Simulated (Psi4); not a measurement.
# One shape, several levels: doublet C2H3In−

We compute a comparison of 5 runs (UHF/3-21G, UB3LYP/def2-SVPD, UHSE06/def2-SVPD, UPBE0/def2-SVPD, UTPSSh/def2-SVPD) of doublet C2H3In−. 

The results are computed with Psi4 1.11.

**1. The molecule**

The species is C2H3In− (6 atoms), meant as a doublet with charge -1. As SMILES of the parent species, `C#[C][InH2]`. The shape is that of a PBE0-D4/def2-TZVP optimisation. That shape belongs to the parent species and isn't relaxed for this state.

Bond lengths: C1–C2 1.210 Å, C2–In3 2.097 Å, C1–H4 1.067 Å, In3–H5 1.713 Å, In3–H6 1.713 Å. Angles: C1–C2–In3 180.0°, C2–C1–H4 180.0°, C2–In3–H5 117.0°, C2–In3–H6 117.0°, H5–In3–H6 126.0°.

**2. The energy at UHF/3-21G (run 1)**

The input, calc.in:

```
memory 2.2 GB

molecule {
  -1 2
  C     -0.186600    -1.928000     0.015100
  C     -0.070400    -0.723400     0.005900
  In     0.131900     1.363900    -0.010600
  H     -0.289000    -2.989600     0.023300
  H      0.673500     2.081500    -1.468800
  H     -0.259400     2.195500     1.435000
  symmetry c1
  no_reorient
  no_com
}

set {
  basis         3-21G
  reference     uhf
  puream        true
  e_convergence 1e-09
  d_convergence 1e-08
  scf_type      pk
  maxiter       100
}

energy_value, wavefunction = energy('scf', return_wfn=True)
oeprop(wavefunction, 'MULLIKEN_CHARGES', 'DIPOLE', 'WIBERG_LOWDIN_INDICES')
```

Command:

```bash
$ psi4 calc.in calc.out -n 1
```

calc.out:

```text
[...]
  Running in c1 symmetry.
[...]
  Nuclear repulsion =  181.316548075017295
[...]
  Multiplicity = 2
[...]
  Nalpha       = 33
  Nbeta        = 32
[...]
    Number of basis functions: 55
[...]
   @UHF iter   1: -5791.22067643255923   -3.70463e+00   1.26413e-02 DIIS/ADIIS
[...]
   @UHF iter  18: -5791.69066819502950   -3.63798e-12   7.59039e-09 DIIS
[...]
   @S^2 Observed:                8.403210380E-01
[...]
  @UHF Final Energy: -5791.69066819502950
   => Energetics <=
    Nuclear Repulsion Energy =            181.3165480750172947
    One-Electron Energy =               -8371.2440685949841281
    Two-Electron Energy =                2398.2368523249365353
    Total Energy =                      -5791.6906681950295024
  UHF NO Occupations:
  HONO-2 :   31  A 1.9866600
  HONO-1 :   32  A 1.9770182
  HONO-0 :   33  A 1.0000000
  LUNO+0 :   34  A 0.0229818
  LUNO+1 :   35  A 0.0133400
[...]
 Multipole Moments:
 ------------------------------------------------------------------------------------
     Multipole            Electronic (a.u.)      Nuclear  (a.u.)        Total (a.u.)
 ------------------------------------------------------------------------------------
 L = 1.  Multiply by 2.5417464519 to convert [e a0] to [Debye]
 Dipole X            :         -9.7161601            9.5359360           -0.1802242
 Dipole Y            :       -100.5276016           98.6627900           -1.8648116
 Dipole Z            :          0.7779569           -0.7632604            0.0146966
 Magnitude           :                                                    1.8735579
[...]
```

It took 1.5 s on 1 thread of Intel Xeon 6975P-C (Granite Rapids), shared host; peak memory 0.2 GiB.

**3. The energy at UB3LYP/def2-SVPD (core potential) (run 2)**

The input, calc.inp:

```
memory 2200 mb

molecule system {
  -1 2
  C     -0.35262289    -3.64339197     0.02853486
  C     -0.13303672    -1.36702788     0.01114938
  In     0.24925488     2.57739746    -0.02003110
  H     -0.54613085    -5.64952522     0.04403062
  H      1.27273054     3.93346493    -2.77562973
  H     -0.49019496     4.14889371     2.71175699
  units au
  symmetry c1
}

set globals {
  basis def2-SVPD
  reference uks
  puream true
  e_convergence 1e-09
  d_convergence 1e-08
  scf_type pk
  dft_radial_points 99
  dft_spherical_points 590
  maxiter 100
}

E, wfn = energy("b3lyp", return_wfn=True)
oeprop(wfn, "WIBERG_LOWDIN_INDICES", "MAYER_INDICES", "QUADRUPOLE")
```

Command:

```bash
$ psi4 calc.inp calc.out -n 1
```

calc.out:

```text
[...]
    !!!  WARNING: ECP capability is in beta. Please check occupations closely.  !!!
[...]
  Running in c1 symmetry.
[...]
  Nuclear repulsion =   91.358346432264852
[...]
  Multiplicity = 2
[...]
  Nalpha       = 19
  Nbeta        = 18
[...]
    Number of basis functions: 96
[...]
   @UKS iter   1:  -267.53746289216440   -7.04240e-01   9.21543e-03 DIIS/ADIIS
[...]
   @UKS iter  15:  -268.07355464631144   -2.16005e-12   3.26466e-09 DIIS
[...]
   @S^2 Observed:                7.537426066E-01
[...]
    Orbital Energies [Eh]
    ---------------------
    Alpha Occupied:
       1A    -10.006510     2A    -10.003645     3A     -4.464953
       4A     -2.868881     5A     -2.865748     6A     -2.865006
       7A     -0.572219     8A     -0.558359     9A     -0.557479
      10A     -0.553425    11A     -0.552023    12A     -0.548050
      13A     -0.370590    14A     -0.260755    15A     -0.143420
      16A     -0.129369    17A     -0.120521    18A     -0.099203
      19A      0.052500
    Alpha Virtual:
      20A      0.131112    21A      0.159239    22A      0.165258
      23A      0.175816    24A      0.182263    25A      0.193164
[...]
  @UKS Final Energy:  -268.07355464631144
   => Energetics <=
    Nuclear Repulsion Energy =             91.3583464322648524
    One-Electron Energy =                -627.2646254255417944
    Two-Electron Energy =                 291.1969070370325312
    DFT Exchange-Correlation Energy =     -23.3641826900670289
    Empirical Dispersion Energy =           0.0000000000000000
    VV10 Nonlocal Energy =                  0.0000000000000000
    Total Energy =                       -268.0735546463114360
  UHF NO Occupations:
  HONO-2 :   17  A 1.9993241
  HONO-1 :   18  A 1.9991192
[...]
```

It took 19 s on 1 thread of Intel Xeon 6975P-C (Granite Rapids), shared host; peak memory 1.2 GiB.

Runs 3 to 4 aren't shown in full; the table further down has their settings and results.

**4. A single-point energy at UTPSSh/def2-SVPD (core potential) (run 5)**

The input, c2h3in.inp:

```
memory 2.2 GB

molecule {
  -1 2
  C     -0.186600    -1.928000     0.015100
  C     -0.070400    -0.723400     0.005900
  In     0.131900     1.363900    -0.010600
  H     -0.289000    -2.989600     0.023300
  H      0.673500     2.081500    -1.468800
  H     -0.259400     2.195500     1.435000
  symmetry c1
  no_reorient
  no_com
}

set {
  basis def2-SVPD
  reference uks
  puream true
  e_convergence 1e-09
  d_convergence 1e-08
  scf_type pk
  dft_radial_points 99
  dft_spherical_points 590
  maxiter 100
}

e, wfn = energy("tpssh", return_wfn=True)
print_variables()
```

Command:

```bash
$ psi4 -i c2h3in.inp -o c2h3in.out -n 1
```

c2h3in.out:

```text
[...]
    !!!  WARNING: ECP capability is in beta. Please check occupations closely.  !!!
[...]
  Running in c1 symmetry.
[...]
  Nuclear repulsion =   91.358346393140678
[...]
  Multiplicity = 2
[...]
  Nalpha       = 19
  Nbeta        = 18
[...]
    Number of basis functions: 96
[...]
   @UKS iter   1:  -267.37966710060419   -6.85010e-01   9.43055e-03 DIIS/ADIIS
[...]
   @UKS iter  15:  -267.93915154030645   -4.49063e-12   4.72074e-09 DIIS
[...]
   @S^2 Observed:                7.551742585E-01
[...]
  @UKS Final Energy:  -267.93915154030645
   => Energetics <=
    Nuclear Repulsion Energy =             91.3583463931406783
    One-Electron Energy =                -627.2528795125773513
    Two-Electron Energy =                 293.9092164246898733
    DFT Exchange-Correlation Energy =     -25.9538348455595873
    Empirical Dispersion Energy =           0.0000000000000000
    VV10 Nonlocal Energy =                  0.0000000000000000
    Total Energy =                       -267.9391515403063977
  UHF NO Occupations:
  HONO-2 :   17  A 1.9992938
  HONO-1 :   18  A 1.9986629
[...]
 Multipole Moments:
 ------------------------------------------------------------------------------------
     Multipole            Electronic (a.u.)      Nuclear  (a.u.)        Total (a.u.)
 ------------------------------------------------------------------------------------
 L = 1.  Multiply by 2.5417464519 to convert [e a0] to [Debye]
 Dipole X            :         -2.7304685            2.5567994           -0.1736690
 Dipole Y            :        -28.2941895           26.4956610           -1.7985285
 Dipole Z            :          0.2165010           -0.2023897            0.0141113
 Magnitude           :                                                    1.8069491
[...]
```

Wall time 44 s (1 thread of Intel Xeon 6975P-C (Granite Rapids), shared host); peak memory 1.1 GiB.

**5. Overview of the runs**

| run | level | core potential | integration grid | energy (Eh) | HOMO energy (eV) | LUMO energy (eV) | ⟨S²⟩ | wall time |
| --- | --- | --- | --- | --- | --- | --- | --- | --- |
| 1 | UHF/3-21G | none | – | -5791.690668 | 0.04 | 6.72 | 0.840 | 1.5 s |
| 2 | UB3LYP/def2-SVPD (core potential) | def2 | 99 radial × 590 angular | -268.073555 | 1.43 | 3.19 | 0.754 | 19 s |
| 3 | UHSE06/def2-SVPD (core potential) | def2 | 99 radial × 590 angular | -267.905985 | 1.58 | 3.09 | 0.755 | 42 s |
| 4 | UPBE0/def2-SVPD (core potential) | def2 | 99 radial × 590 angular | -267.899585 | 1.21 | 3.48 | 0.756 | 24 s |
| 5 | UTPSSh/def2-SVPD (core potential) | def2 | 99 radial × 590 angular | -267.939152 | 1.61 | 3.01 | 0.755 | 44 s |

**6. Outcome**

| quantity | value |
| --- | --- |
| run 5: total energy | -267.93915 Eh |
| run 5: HOMO energy (highest over α and β) | 1.61 eV |
| run 5: LUMO energy (lowest over α and β) | 3.01 eV |
| run 5: ⟨S²⟩ | 0.755 |

**Reading.** Totals of different functionals can't be ranked against each other. Some runs of one species differ in core potentials or relativity; totals across that change don't compare. In all runs the HOMO lies above zero, from self-interaction, a short basis or an electron that isn't bound. In run 1 relativity is left out where basis or elements ask for it. All runs together took 2.2 min, the longest 44 s.
